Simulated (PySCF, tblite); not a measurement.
# C₅H₁₀FOSi radical: geometry, infrared bands and EPR parameters

Aim: predict the infrared bands and EPR parameters of C₅H₁₀FOSi radical (`CO/C([SiH2])=C\CCF`).

Programs: tblite 0.8.0 and PySCF 2.14.0, with density-fitted response routines of our own. Each step states its level of theory. These are calculated values for one molecule in the gas phase, unless marked as measured. Atoms are numbered from 0 throughout.

## 1. The starting structure

18 atoms, charge 0, multiplicity 2; geometry from: force field or distance geometry start.

Bonds of the start (Å): C0–O1 1.41, O1–C2 1.39, C2–Si3 1.84, C2–C4 1.31, C4–C5 1.48, C5–C6 1.54, C6–F7 1.38, C0–H8 1.11, C0–H9 1.11, C0–H10 1.13, Si3–H11 1.45, Si3–H12 1.47, C4–H13 1.10, C5–H14 1.09, C5–H15 1.12, C6–H16 1.11, C6–H17 1.13.

## 2. Relaxing the molecule with GFN2-xTB

Job settings and geometry (Å):

```
{"job": {"kind": "relax", "xc": "GFN2-xTB", "basis": "xTB"}, "charge": 0, "multiplicity": 2}
C     -1.905100    -1.528200    -0.741600
O     -0.840000    -1.024700     0.025700
C     -0.688900     0.349600     0.122000
Si    -2.100800     1.527800     0.077100
C      0.534600     0.814900     0.234900
C      1.649700    -0.162300     0.248700
C      2.582100     0.133800    -0.935800
F      3.041900     1.418800    -0.759300
H     -1.933400    -2.640100    -0.744700
H     -1.878300    -1.086800    -1.754400
H     -2.849400    -1.234000    -0.186000
H     -1.888300     2.669800    -0.789500
H     -3.346500     0.799500    -0.217300
H      0.744800     1.892800     0.296300
H      1.320600    -1.193800     0.131500
H      2.204800    -0.106300     1.222500
H      1.927600     0.001700    -1.821700
H      3.415800    -0.626200    -0.949700
```

Started as:

```sh
> OMP_NUM_THREADS=1 python probes_run.py task.json out
```

The driver reads the jobs from task.json and runs them one after another.

Standard output:

```text
step      E/eV     max force
  0    -713.47841    1.698
  1    -713.65169    1.315
  2    -713.74494    0.756
  3    -713.80579    0.577
  4    -713.85939    0.428
  5    -713.88511    0.402
  6    -713.91071    0.319
  7    -713.92775    0.296
  8    -713.94440    0.321
  9    -713.95608    0.293
 10    -713.96595    0.228
 11    -713.97430    0.194
 12    -713.98091    0.189
 13    -713.98530    0.172
 14    -713.98821    0.145
 15    -713.99068    0.120
 16    -713.99314    0.109
 17    -713.99540    0.123
 18    -713.99735    0.118
 19    -713.99902    0.090
 20    -714.00053    0.104
 21    -714.00203    0.091
 22    -714.00350    0.093
 23    -714.00486    0.100
 24    -714.00609    0.089
 25    -714.00737    0.087
 26    -714.00899    0.106
 27    -714.01106    0.108
 28    -714.01321    0.098
 29    -714.01493    0.098
 30    -714.01622    0.089
 31    -714.01731    0.070
 32    -714.01833    0.071
 33    -714.01917    0.062
 34    -714.01991    0.065
 35    -714.02080    0.080
 36    -714.02206    0.090
 37    -714.02374    0.091
 38    -714.02559    0.137
 39    -714.02758    0.157
 40    -714.03017    0.136
 41    -714.03345    0.132
 42    -714.03690    0.144
 43    -714.04017    0.108
 44    -714.04261    0.231
 45    -714.04630    0.214
 46    -714.05002    0.171
 47    -714.05518    0.188
 48    -714.05667    0.111
 49    -714.05884    0.091
 50    -714.06271    0.127
 51    -714.06443    0.093
 52    -714.06649    0.068
 53    -714.06735    0.046
 54    -714.06784    0.048
 55    -714.06867    0.056
 56    -714.06953    0.064
 57    -714.07028    0.049
 58    -714.07076    0.053
 59    -714.07117    0.055
 60    -714.07158    0.064
 61    -714.07205    0.063
 62    -714.07247    0.043
 63    -714.07296    0.052
 64    -714.07353    0.063
 65    -714.07405    0.062
 66    -714.07443    0.051
 67    -714.07477    0.041
 68    -714.07515    0.042
 69    -714.07558    0.049
 70    -714.07600    0.051
 71    -714.07635    0.048
 72    -714.07664    0.038
 73    -714.07692    0.036
 74    -714.07716    0.044
 75    -714.07737    0.032
 76    -714.07754    0.035
 77    -714.07769    0.033
 78    -714.07783    0.028
 79    -714.07796    0.032
 80    -714.07807    0.028
 81    -714.07821    0.046
 82    -714.07837    0.054
 83    -714.07855    0.046
 84    -714.07870    0.026
 85    -714.07880    0.019
 86    -714.07887    0.018
 87    -714.07893    0.021
 88    -714.07899    0.017
 89    -714.07904    0.018
 90    -714.07910    0.020
 91    -714.07915    0.020
 92    -714.07922    0.025
 93    -714.07929    0.020
 94    -714.07935    0.021
 95    -714.07940    0.019
 96    -714.07946    0.023
 97    -714.07953    0.023
 98    -714.07958    0.014
 99    -714.07961    0.011
100    -714.07962    0.009
```

It took 1.1 s on 1 thread of Arm Neoverse N1, shared host.

The steps of the relaxation: (not every step is listed)

| step | energy from step 0 (eV) | largest force (eV/Å) |
| --- | --- | --- |
| 0 | 0.0000 | 1.6977 |
| 1 | -0.1733 | 1.3154 |
| 2 | -0.2665 | 0.7565 |
| 3 | -0.3274 | 0.5774 |
| 4 | -0.3810 | 0.4280 |
| 5 | -0.4067 | 0.4023 |
| 6 | -0.4323 | 0.3194 |
| 7 | -0.4493 | 0.2962 |
| 8 | -0.4660 | 0.3213 |
| 16 | -0.5147 | 0.1091 |
| 24 | -0.5277 | 0.0890 |
| 32 | -0.5399 | 0.0711 |
| 40 | -0.5518 | 0.1362 |
| 48 | -0.5783 | 0.1112 |
| 56 | -0.5911 | 0.0645 |
| 64 | -0.5951 | 0.0634 |
| 72 | -0.5982 | 0.0378 |
| 80 | -0.5997 | 0.0284 |
| 88 | -0.6006 | 0.0175 |
| 95 | -0.6010 | 0.0193 |
| 96 | -0.6010 | 0.0234 |
| 97 | -0.6011 | 0.0234 |
| 98 | -0.6012 | 0.0136 |
| 99 | -0.6012 | 0.0106 |
| 100 | -0.6012 | 0.0094 |

Close pairs (by a distance rule), those that changed most:

| bond | before (Å) | after (Å) | change (Å) |
| --- | --- | --- | --- |
| C0–H10 | 1.134 | 1.097 | -0.038 |
| C2–C4 | 1.314 | 1.348 | +0.035 |
| C6–H17 | 1.128 | 1.095 | -0.033 |
| C5–H15 | 1.122 | 1.093 | -0.029 |
| C0–H8 | 1.112 | 1.090 | -0.022 |
| C4–H13 | 1.100 | 1.078 | -0.022 |
| C2–Si3 | 1.839 | 1.860 | +0.020 |
| Si3–H12 | 1.473 | 1.455 | -0.017 |

The next job starts from the end point, and lists it.

## 3. Harmonic vibrations with GFN2-xTB

Job settings and geometry (Å):

```
{"job": {"kind": "ir", "xc": "GFN2-xTB", "basis": "xTB"}, "charge": 0, "multiplicity": 2}
C     -2.103269    -1.610990    -0.625855
O     -0.833139    -1.112790    -0.319679
C     -0.715913     0.244487    -0.111704
Si    -2.176309     1.395694    -0.102300
C      0.507481     0.720792     0.195986
C      1.746085    -0.114783     0.269531
C      2.675030     0.149504    -0.914054
F      3.169667     1.432726    -0.866820
H     -2.003952    -2.695807    -0.659280
H     -2.456314    -1.253628    -1.599752
H     -2.837745    -1.336406     0.141225
H     -1.797697     2.788216     0.039603
H     -3.271922     1.142241    -1.026340
H      0.631846     1.780306     0.352003
H      1.475941    -1.170428     0.261252
H      2.293460     0.110972     1.188841
H      2.144208     0.053626    -1.866286
H      3.543784    -0.517415    -0.897546
```

Standard output:

```text
mode    cm-1     km/mol
  1      13.0      1.21
  2      69.8      5.02
  3      91.9      5.30
  4     117.2      4.59
  5     156.8      0.51
  6     186.1      1.04
  7     230.1      1.22
  8     240.5      1.59
  9     277.1      2.59
 10     382.0     20.33
 11     390.7      5.64
 12     444.1      3.78
 13     470.7     11.84
 14     531.2     24.73
 15     548.3     50.45
 16     688.3      1.78
 17     759.3      4.81
 18     780.7    212.20
 19     874.2      3.36
 20     914.6     12.72
 21    1016.5     40.34
 22    1053.8     12.45
 23    1069.7     68.96
 24    1112.8     15.83
 25    1125.5     11.29
 26    1138.7     94.22
 27    1164.3      4.83
 28    1198.6     27.67
 29    1225.5     24.52
 30    1281.1     28.38
 31    1317.5     12.60
 32    1323.6      8.97
 33    1406.8      2.31
 34    1443.9      1.91
 35    1449.3      0.06
 36    1467.7     10.70
 37    1483.2     12.60
 38    1584.0     32.63
 39    2321.3    240.00
 40    2376.4    324.62
 41    2899.9     42.34
 42    2924.3     38.69
 43    2936.6     51.47
 44    2949.9     10.58
 45    2964.3     61.19
 46    3014.6     31.59
 47    3015.5      3.89
 48    3098.9     32.85
```

Wall time 1 s (1 thread of Arm Neoverse N1, shared host).

Which atoms move in the most intense modes:

| cm⁻¹ | km/mol | atoms |
| --- | --- | --- |
| 548 | 50.5 | H11 31 %, C2 13 %, H12 13 %, O1 11 % |
| 781 | 212.2 | H12 49 %, H11 38 % |
| 1070 | 69.0 | C6 30 %, C5 13 %, F7 13 % |
| 1139 | 94.2 | O1 33 %, C0 23 %, H9 11 % |
| 2321 | 240.0 | H12 95 % |
| 2376 | 324.6 | H11 95 % |
| 2937 | 51.5 | H17 87 % |
| 2964 | 61.2 | H15 67 %, H16 26 % |

## 4. EPR parameters: B3LYP/pcH-1

The job, as its differences from that of step 3:

```diff
@@ -1,2 +1,2 @@
-{"job": {"kind": "ir", "xc": "GFN2-xTB", "basis": "xTB"}, "charge": 0, "multiplicity": 2}
+{"job": {"kind": "epr", "basis": "pcH-1"}, "charge": 0, "multiplicity": 2}
 C     -2.103269    -1.610990    -0.625855
```

Level: UKS B3LYP, pcH-1 on C F H O Si, non-relativistic, mean-field spin-orbit, GIAO.

Standard output:

```text
UKS, coarse grid
  cycle   1  E = -660.95145414  |g| = 5.34e-01
  cycle   2  E = -660.73708230  |g| = 8.94e-01
  cycle   3  E = -661.05056842  |g| = 1.12e-01
  cycle   4  E = -661.05521922  |g| = 6.10e-02
  cycle   5  E = -661.05638275  |g| = 1.30e-02
  cycle   6  E = -661.05646211  |g| = 7.57e-03
  cycle   7  E = -661.05649402  |g| = 2.54e-03
  cycle   8  E = -661.05649844  |g| = 1.47e-03
  cycle   9  E = -661.05649928  |g| = 3.88e-04
UKS, final grid
  cycle   1  E = -661.05650264  |g| = 4.61e-04
  cycle   2  E = -661.05650255  |g| = 7.05e-04
  cycle   3  E = -661.05650279  |g| = 1.16e-04
  cycle   4  E = -661.05650280  |g| = 6.47e-05
  cycle   5  E = -661.05650281  |g| = 4.31e-05
  cycle   6  E = -661.05650282  |g| = 1.02e-05
E = -661.05650282 Eh   <S^2> = 0.7624 (exact 0.7500)
g shifts (ppm)      1          2          3
  rmc          -128       -128       -128
  gc              9         49         48
  oz_so         -40       1447       2028
  total        -159       1369       1948
hyperfine (MHz)  atom isotope    a_iso     a_fc   dipolar eigenvalues
    0   13C       1.19       1.19     -1.46     -0.36      1.82
    1   17O       1.52       1.53     -3.21     -2.83      6.04
    2   13C     -13.50     -13.52    -16.16      6.07     10.08
    3  29Si    -316.33    -317.33   -162.03     80.70     81.32
    4   13C      26.30      26.33    -23.22    -22.15     45.37
    5   13C      -7.76      -7.76     -0.90     -0.07      0.97
    6   13C      18.63      18.64     -1.49     -1.24      2.73
    7   19F       1.95       1.95     -2.04      0.11      1.93
    8    1H       0.19       0.19     -1.15     -0.75      1.90
    9    1H      -0.68      -0.68     -1.86     -0.90      2.75
   10    1H       2.18       2.17     -3.88     -2.13      6.00
   11    1H       3.16       3.14     -9.21      1.42      7.79
   12    1H       7.28       7.25    -10.32      1.88      8.44
   13    1H     -15.21     -15.21     -7.63     -2.04      9.66
   14    1H       2.44       2.44     -1.53     -1.41      2.94
   15    1H      22.49      22.49     -1.78     -1.24      3.02
   16    1H      -0.98      -0.98     -1.82     -0.58      2.39
   17    1H       1.64       1.63     -1.00     -0.71      1.72
```

Run time: 3.1 min. Hardware: 1 thread of Arm Neoverse N1, shared host; peak memory 1.1 GiB.

Principal g values 2.00216, 2.00369, 2.00427; g(iso) = 2.00337, against 2.00232 for a free electron.

Mean a(iso) over the nuclei that a row names, and the largest dipolar term of the row (other rows stand at the frozen geometry):

| nuclei | isotope | a(iso) (MHz) | a(iso) (G, at g = 2.0023) | largest dipolar term (MHz) |
| --- | --- | --- | --- | --- |
| Si3 | 29Si | -316.3 | -112.9 | -162.0 |
| C4 | 13C | 26.3 | 9.4 | 45.4 |
| C6 | 13C | 18.6 | 6.6 | 2.7 |
| H13 | 1H | -15.2 | -5.4 | 9.7 |
| C2 | 13C | -13.5 | -4.8 | -16.2 |
| H14, H15 | 1H | 12.5 | 4.4 | 3.0 |
| C5 | 13C | -7.8 | -2.8 | 1.0 |
| H11, H12 | 1H | 5.2 | 1.9 | -10.3 |
| F7 | 19F | 1.9 | 0.7 | -2.0 |
| O1 | 17O | 1.5 | 0.5 | 6.0 |
| C0 | 13C | 1.2 | 0.4 | 1.8 |
| H8, H9, H10 | 1H | 0.6 | 0.2 | 6.0 |
| H16, H17 | 1H | 0.3 | 0.1 | 2.4 |

Mulliken spin populations:

C0 0.00; O1 -0.01; C2 -0.13; Si3 0.89; C4 0.28; C5 -0.02; C6 0.01; F7 0.00; H8 0.00; H9 0.00; H10 0.00; H11 -0.01; H12 -0.01; H13 -0.01; H14 0.00; H15 0.01; H16 0.00; H17 0.00

In first order the couplings over 0.8 MHz of 1H, 19F give 36 distinct lines over 18.7 G, if the averaged nuclei exchange fast.

Orbitals, density, ELF and potential are computed afterwards from the orbital file.

ELF in a plane through or near 8 of the atoms.

Ten even steps from ' ' (0.00) to '@' (1.00):
```
                                                        
                                                        
                              ==####++..                
                            ++@@@@@@@@++                
                            ++@@@@@@@@**..              
                    ==**::  ..@@@@@@%%==::::..          
          ..::..    ##@@@@::  ::==..==  ##%%**::        
        ::**##**..  ==%%%%==..==++::**..%%@@%%--        
      ..++%%%%**..  ::++**######@@%%::--####++..        
        ::======++++==****%%##..****..                  
        ..==##==##%%==::    --####--::====::            
      ++@@@@@@##==------  ..##%%####--::**--..          
      ==@@@@@@**    --==  ..##%%**==--..==..            
        ==%%##..    ....    ----  --@@@@@@::            
                                  **@@@@@@**            
                                  **@@@@@@--            
                                      ..                
                                                        
                                                        
                                                        
```
The map spans 12.1 Å across and 11.3 Å up, centred on the molecule. Atoms in the plane (x, y in Å): C0 (2.3, -1.3), O1 (1.0, -1.0), C2 (0.7, 0.4), Si3 (2.0, 1.7), C4 (-0.6, 0.7), H8 (2.4, -2.4), H11 (1.4, 3.0), H13 (-0.9, 1.8).

log10 of the density (e/Å³) in the same plane.

Ten even steps from '0' (-4.0) to '9' (1.2):
```
0000000000000000000000000000
0000000000000011111100000000
0000000000000123333221000000
0000000000001234555432100000
0000000001222345776543211000
0000012222344446777654332000
0001345444556555679766532100
0013567654566666689876542100
0024678765677777776665432100
0024567777677778766554332000
0023467887765667876665431000
0023567776655578887876431000
0013456555554567778975431000
0012344433433445567775321000
0000122222221223456664310000
0000000000000001234443200000
0000000000000000122221000000
0000000000000000000000000000
0000000000000000000000000000
0000000000000000000000000000
```
The map spans 12.1 Å across and 11.3 Å up, centred on the molecule. Atoms in the plane (x, y in Å): C0 (2.3, -1.3), O1 (1.0, -1.0), C2 (0.7, 0.4), Si3 (2.0, 1.7), C4 (-0.6, 0.7), H8 (2.4, -2.4), H11 (1.4, 3.0), H13 (-0.9, 1.8).

On the surface of density 0.002 e/bohr³ the electrostatic potential runs, from the 1st to the 99th percentile, from -1.15 V near F7 to 0.95 V near H8.

The spin density lies nearest to Si3 52 %; C4 16 %; H11 9 %; C2 6 % (beta excess).

## 5. Summary of results

| quantity | value |
| --- | --- |
| strongest single infrared mode (GFN2-xTB) | 2376 cm⁻¹, 325 km/mol |
| zero-point energy (GFN2-xTB) | 85.1 kcal/mol |
| g(iso) (B3LYP) | 2.00337 |
| ⟨S²⟩ | 0.762 (exact 0.75) |
| largest a(iso) (averaged by class) | 29Si on Si3, -316.3 MHz |
| surface potential, 1st and 99th percentile | -1.15 V and 0.95 V |

**Reading.** Relaxing lowered the energy by 0.601 eV in 100 steps; the close pair that moved most is C0–H10, from 1.134 to 1.097 Å. All 48 modes are real, so the xTB geometry is a minimum. The strongest single mode, at 2376 cm⁻¹, moves mainly H11. Unscaled tight-binding wavenumbers are off by several per cent, some by more. Its intensities can rank the bands wrongly. The largest share of the spin, 0.89 e, sits on Si3. The isotropic g lies 1.1 ppt above the free-electron value.
